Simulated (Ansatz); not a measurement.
PtSe:

```
Pt Se
1.0
     0.00000    3.03745    3.03745
     3.03745    0.00000    3.03745
     3.03745    3.03745    0.00000
Pt Se
1 1
Direct
  0.00000 0.00000 0.00000
  0.25000 0.25000 0.25000
```

The cell comes from a database or a generator and needn't be the stable form of this composition.

| Quantity | Value |
| --- | --- |
| Program | Ansatz 0.2.0 |
| Task | relaxation of cell and atoms |
| Functional | PBE0 |
| Potentials or basis | Ansatz PAW |
| Cutoff | 420 eV (not typed: the program's choice for these potentials) |
| k mesh | 4 × 4 × 4 |
| Occupations | fermi-dirac, width 0.05 eV |
| Spin | no spin polarisation |

At the start: volume 28.02 Å³/atom.

Q: Where does the relaxation end?

A: It ends after 5 steps and the volume is 22.23 Å³/atom (-20.7 %); space group F-43m (No. 216, to 0.05 Å).

The path:
| step | energy change (eV) | largest force (eV/Å) | volume (Å³) |
| --- | --- | --- | --- |
| 1 | 0.0000 | 0.0000 | 56.05 |
| 2 | -0.5573 | 0.0000 | 48.24 |
| 3 | -0.6547 | 0.0000 | 44.70 |
| 4 | -0.6553 | 0.0000 | 44.46 |
| 5 | -0.6528 | 0.0000 | 44.46 |

Final structure:
```
Pt Se
1.0
     0.00000    2.81186    2.81186
     2.81186    0.00000    2.81186
     2.81186    2.81186    0.00000
Pt Se
1 1
Direct
  0.00000 0.00000 0.00000
  0.25000 0.25000 0.25000
```

Caveat: the k mesh is coarse (spacing up to 0.45 Å⁻¹), so the values aren't converged, least of all with exact exchange; the volume moved by over 15 % at a fixed basis, so the end points are rough; the plane-wave basis is chosen anew once the cell has moved, so the energies of steps on either side of that aren't comparable; the PAW data sets come from PBE, with cores solved anew for the run's functional, which leaves a small shift of forces and pressure.
